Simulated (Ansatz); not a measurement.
# C3H8N2Si: the cost of one run

Method: RKS B3LYP-D4/STO-3G, in Ansatz 0.2.0.

## (1) The system as given

Bond lengths: N1–C2 1.278 Å, C2–C3 1.332 Å, C3–C4 1.523 Å, C2–Si5 1.927 Å, C4–Si5 1.886 Å, Si5–N6 1.695 Å, N1–H7 1.070 Å, N1–H8 1.005 Å, C3–H9 1.087 Å, C4–H10 1.060 Å, C4–H11 1.160 Å, Si5–H12 1.507 Å, N6–H13 1.026 Å, N6–H14 1.009 Å. Angles (14 of 24 angles, heavy atoms first): N1–C2–C3 135.9°, N1–C2–Si5 131.5°, C3–C2–Si5 92.6°, C2–C3–C4 105.5°, C3–C4–Si5 88.5°, C2–Si5–C4 73.3°, C2–Si5–N6 106.7°, C4–Si5–N6 122.0°, C2–N1–H7 121.1°, C2–N1–H8 128.2°, C2–C3–H9 131.1°, C4–C3–H9 123.1°, C3–C4–H10 122.7°, C3–C4–H11 113.7°.

Coordinates:

```xyz
14

N     0.4230    0.4101   -1.9468
C     0.4733   -0.0115   -0.7414
C     1.0415   -1.0380   -0.1100
C     0.7071   -0.8449    1.3630
Si   -0.3335    0.6515    0.8781
N    -2.0124    0.5489    0.6651
H    -0.0393    1.3444   -2.1867
H     0.9482    0.0875   -2.7410
H     1.7129   -1.8134   -0.4687
H     1.4476   -0.6624    2.0992
H     0.0165   -1.6703    1.7970
H     0.1498    2.0335    1.2373
H    -2.2326   -0.3223    0.1697
H    -2.3151    1.2577    0.0139
```

## (2) Relaxing end A

File input.yaml:

```yaml
crystal:
  periodic: [false, false, false]
  atoms:
    - { symbol: "N", position_ang: [0.423, 0.4101, -1.9468] }
    - { symbol: C, position_ang: [0.4733, -0.0115, -0.7414] }
    - { symbol: C, position_ang: [1.0415, -1.038, -0.11] }
    - { symbol: C, position_ang: [0.7071, -0.8449, 1.363] }
    - { symbol: Si, position_ang: [-0.3335, 0.6515, 0.8781] }
    - { symbol: "N", position_ang: [-2.0124, 0.5489, 0.6651] }
    - { symbol: H, position_ang: [-0.0393, 1.3444, -2.1867] }
    - { symbol: H, position_ang: [0.9482, 0.0875, -2.741] }
    - { symbol: H, position_ang: [1.7129, -1.8134, -0.4687] }
    - { symbol: H, position_ang: [1.4476, -0.6624, 2.0992] }
    - { symbol: H, position_ang: [0.0165, -1.6703, 1.797] }
    - { symbol: H, position_ang: [0.1498, 2.0335, 1.2373] }
    - { symbol: H, position_ang: [-2.2326, -0.3223, 0.1697] }
    - { symbol: H, position_ang: [-2.3151, 1.2577, 0.0139] }
basis:
  gaussian: { orbitals: STO-3G }
hamiltonian:
  xc: b3lyp
  dispersion: d4
relax:
  f_tol: 0.015
  max_steps: 40
```

The run is started by

```bash
> ansatz run input.yaml --threads 1 --pin off --max-ram 2048MiB --backend cpu --events-out ev --progress --plain --runs-dir out
```

What time and memory should one allow on 1 thread of Arm Neoverse V1, shared host?

About 35 s, with a peak of 0.13 GiB.
